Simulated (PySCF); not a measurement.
# The bond of AsH−, level by level

What are the lowest state that PBE0 finds, the bond length, vibrational wavenumber and bond energy of AsH−, and how much do these hang on the method?

Method: As def2-TZVPPD, H def2-TZVPPD, no relativity; program: PySCF 2.14.0.

2 further runs of the same task are left out: 2 set aside as unsound or not needed.

## (1) Set-up

The job is set up so:

| Item | Value |
| --- | --- |
| atoms | As, H |
| charge | -1 |
| basis | As def2-TZVPPD, H def2-TZVPPD |
| Hamiltonian | no relativity |
| basis functions | 71 |
| electrons treated | 35 |
| masses in u | 74.9216, 1.0078 |
| levels | PBE0, PBE, r²SCAN, MN15, B2PLYP, B97-3, PW91, BP86, ωB97X, SCS-MP2, CCSD, CCSD(T) |
| grid | 80 radial by 434 angular points |
| occupations | held fixed by the projection of orbital angular momentum |
| dissociation limit | As− + H, each in its ground configuration |
| starting distance in angstrom | 1.595 |
| values of 2S to try | 1, 3 |

Started as:

```sh
OMP_NUM_THREADS=1 python dia.py task.json out
```

After this run come: PBE0 along the bond; PBE; r²SCAN (meta-GGA); MN15; B2PLYP (double hybrid); B97-3 (global hybrid GGA); PW91 (GGA); BP86 (GGA); ωB97X (range-separated hybrid); MP2 and coupled cluster.

What does the calculation give? Wanted: for each run, Re; ωe; De; μ.

**Answer**, as computed:

Lowest PBE0 solution found, without spin–orbit coupling: ²Π (doublet), unpaired electrons π ↑.

```csv
level,Re (Å),ωe (cm⁻¹),De (eV),μ (D)
UHF-SCS-MP2,1.536,2086,3.23,n/a
UHF-CCSD,1.541,2046,3.22,n/a
UHF-CCSD(T),1.543,2032,3.27,n/a
PBE,1.562,1960,3.30,-0.53
PW91,1.559,1965,3.32,-0.53
BP86,1.562,1951,3.44,-0.54
r²SCAN,1.544,2038,3.29,-0.41
PBE0,1.547,2042,3.23,-0.41
B97-3,1.550,2028,3.25,-0.43
MN15,1.535,2067,3.35,-0.46
ωB97X,1.542,2073,3.36,-0.37
B2PLYP,1.543,2045,3.30,-0.39
```

De is counted to As− + H in their ground configurations. A positive dipole points from As to H; in an ion it is taken about the centre of mass and does not tell which atom is negative.

Differences from CCSD(T) in the same basis:

```csv
level,Re (mÅ),ωe (%)
UHF-SCS-MP2,-8,+2.7
UHF-CCSD,-2,+0.7
PBE,+18,-3.5
PW91,+16,-3.3
BP86,+18,-3.9
r²SCAN,+1,+0.3
PBE0,+4,+0.5
B97-3,+7,-0.2
MN15,-9,+1.8
ωB97X,-2,+2.0
B2PLYP,-1,+0.7
```

In words: Against CCSD(T) in the same basis, the bond length is nearest at r²SCAN and B2PLYP (1 mÅ off) and farthest at PBE and BP86 (+18 mÅ); the wavenumber is nearest at B97-3 (-0.2 %) and farthest at BP86 (-3.9 %). PBE gives a bond that is too long and too soft, as GGAs tend to. Among the levels with a De in the table, it runs from 3.22 eV (UHF-CCSD) to 3.44 eV (BP86).

Correlated steps freeze 9 core orbitals. B2PLYP dipoles, levels and charges come from its SCF part alone. With some functionals the highest level of the anion is positive, from self-interaction error or because the anion is truly unbound there; the finite basis then holds the extra electron, and no neutral molecule was run to test the binding.
